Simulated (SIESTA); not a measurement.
Crystal: GdO.

```xyz
2
Lattice="0.0000 2.7000 2.7000 2.7000 0.0000 2.7000 2.7000 2.7000 0.0000" Properties=species:S:1:pos:R:3 pbc="T T T"
Gd    0.0000    0.0000    0.0000
O     4.0500    4.0500    4.0500
```

Base run:

| Item | Value |
| --- | --- |
| Program | SIESTA 5.4.2 |
| Functional | VV10 |
| Potentials or basis | PseudoDojo 0.4 standard with PseudoDojo 3+ lanthanides (4f in the core) (PBE files) |
| Basis | DZP (energy shift 0.003 Ry; two zetas on semicore shells) |
| Grid cutoff | 800 Ry |
| Energy shift | 0.003 Ry |
| k mesh | 9 × 9 × 9 |
| Occupations | fermi-dirac, width 0.05 eV |
| Spin | collinear spin, ferromagnetic start |
| Starting moments | [7.0, 0.0] μB |

Its results: band gap on the k mesh none (metal or under the smearing width); pressure -1.1 GPa; net moment 0.87 μB per cell; site moments Gd +0.83; O +0.03 μB.

Q: The run is repeated on the same cell with these changes: functional from VV10 to vdW-DF. What comes out?

A: Band gap on the k mesh none (metal or under the smearing width); pressure 1.0 GPa; net moment 0.95 μB per cell; site moments Gd +0.95; O -0.00 μB.

Caveats: the potentials were made for another functional, which shifts forces and pressure; spin-orbit coupling is left out, which moves the levels of the heavy elements; the 4f electrons are frozen in the core as for a trivalent ion, so they carry no moment and show no levels; the basis of atomic orbitals isn't converged, which shifts pressures, moduli and gaps; a cell with one magnetic atom can't hold antiferromagnetic order, which such compounds often take; the non-local part is tabulated coarsely and may be off by about a percent (some runs).
